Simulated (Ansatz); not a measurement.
**BBrClH: single points off equilibrium**

A test off equilibrium: a structure displaced at random from a GFN2-xTB minimum is computed at several levels, and each is set against CCSD(T).

The runs use Ansatz 0.2.0, Gaussian basis; single points in def2-TZVPP.

Correlated methods freeze the cores. Filled d shells of the heavier atoms are correlated.

### Step 1. Starting geometry

SMILES `ClBBr`, 4 atoms, charge 0, spin multiplicity 1.

Atoms are counted from 1 here; the program's logs count them from 0.

Bond lengths: Cl1–B2 1.695 Å, B2–Br3 1.894 Å, B2–H4 1.176 Å. Angles: Cl1–B2–Br3 121.2°, Cl1–B2–H4 121.6°, Br3–B2–H4 117.2°.

Coordinates:

```mol
BBrClH
  3D, bonds by distance, orders not assigned

  4  3  0  0  0  0  0  0  0  0999 V2000
   -1.5506   -0.5569    0.1370 Cl  0  0
   -0.0088    0.1060   -0.0995 B   0  0
    1.5270   -0.6730    0.6891 Br  0  0
    0.1536    1.0668   -0.7576 H   0  0
  1  2  8  0
  2  3  8  0
  2  4  8  0
M  END
```

### Step 2. CCSD(T)/def2-TZVPP

Contents of run/in.yaml:

```yaml
crystal:
  periodic: [false, false, false]
  atoms:
    - {symbol: Cl, position_ang: [-1.550600, -0.556900, 0.137000]}
    - {symbol: B, position_ang: [-0.008800, 0.106000, -0.099500]}
    - {symbol: Br, position_ang: [1.527000, -0.673000, 0.689100]}
    - {symbol: H, position_ang: [0.153600, 1.066800, -0.757600]}
basis:
  gaussian: {orbitals: def2-TZVPP}
correlation: {method: ccsd_t}
output: {forces: true}
```

No record of the launch command was kept for these runs.

### Step 3. PBE0-D4/def2-TZVPP

Changes to run/in.yaml since step 2:

```diff
@@ -9,3 +9,3 @@
   gaussian: {orbitals: def2-TZVPP}
-correlation: {method: ccsd_t}
-output: {forces: true}
+hamiltonian: {xc: pbe0, dispersion: d4}
+output: {forces: true, orbitals: {seedname: orbitals}}
```

### Step 4. wB97M-V/def2-TZVPP

Changes to run/in.yaml since step 3:

```diff
@@ -9,3 +9,3 @@
   gaussian: {orbitals: def2-TZVPP}
-hamiltonian: {xc: pbe0, dispersion: d4}
-output: {forces: true, orbitals: {seedname: orbitals}}
+hamiltonian: {xc: {name: wB97M-V}}
+output: {forces: true}
```

### Step 5. r2SCAN-D4/def2-TZVPP

Changes to run/in.yaml since step 4:

```diff
@@ -9,3 +9,3 @@
   gaussian: {orbitals: def2-TZVPP}
-hamiltonian: {xc: {name: wB97M-V}}
+hamiltonian: {xc: r2scan, dispersion: d4}
 output: {forces: true}
```

### Step 6. PBE-D4/def2-TZVPP

Changes to run/in.yaml since step 5:

```diff
@@ -9,3 +9,3 @@
   gaussian: {orbitals: def2-TZVPP}
-hamiltonian: {xc: r2scan, dispersion: d4}
+hamiltonian: {xc: pbe, dispersion: d4}
 output: {forces: true}
```

### Step 7. B97M-V/def2-TZVPP

Changes to run/in.yaml since step 6:

```diff
@@ -9,3 +9,3 @@
   gaussian: {orbitals: def2-TZVPP}
-hamiltonian: {xc: pbe, dispersion: d4}
+hamiltonian: {xc: {name: B97M-V}}
 output: {forces: true}
```

### Step 8. HSE06-D4/def2-TZVPP

Changes to run/in.yaml since step 7:

```diff
@@ -9,3 +9,3 @@
   gaussian: {orbitals: def2-TZVPP}
-hamiltonian: {xc: {name: B97M-V}}
+hamiltonian: {xc: hse06, dispersion: d4}
 output: {forces: true}
```

(Steps that only read results are left out.)

Q: Predict the outcome of this session. Wanted: energy less free atoms, CCSD(T)/def2-TZVPP; RMS force component; RMS force error; HOMO and LUMO, PBE0-D4; T1 diagnostic.

**Answer**, as computed:

```
                                  quantity                                                                                           value
energy less free atoms, CCSD(T)/def2-TZVPP                                                                                 -289.8 kcal/mol
                       RMS force component                                                            0.339 to 0.438 eV/Å over the methods
                           RMS force error  PBE0-D4 0.104, wB97M-V 0.056, r2SCAN-D4 0.061, PBE-D4 0.101, B97M-V 0.106, HSE06-D4 0.102 eV/Å
                    HOMO and LUMO, PBE0-D4                                                                              -8.59 and -1.82 eV
                             T1 diagnostic                                                                                           0.010
```

What this shows: Against CCSD(T) the functionals' energies less atoms differ by -17.1 to -9.7 kcal/mol, PBE-D4 by -17.1 kcal/mol. CCSD(T) in triple zeta still lacks some correlation energy of the bonds, so part of these gaps is its own basis error and they don't rank the functionals. For forces wB97M-V does best and B97M-V worst. Frozen-core CCSD(T) forces in triple zeta carry basis errors of their own, and this is one geometry, so small gaps rank nothing.
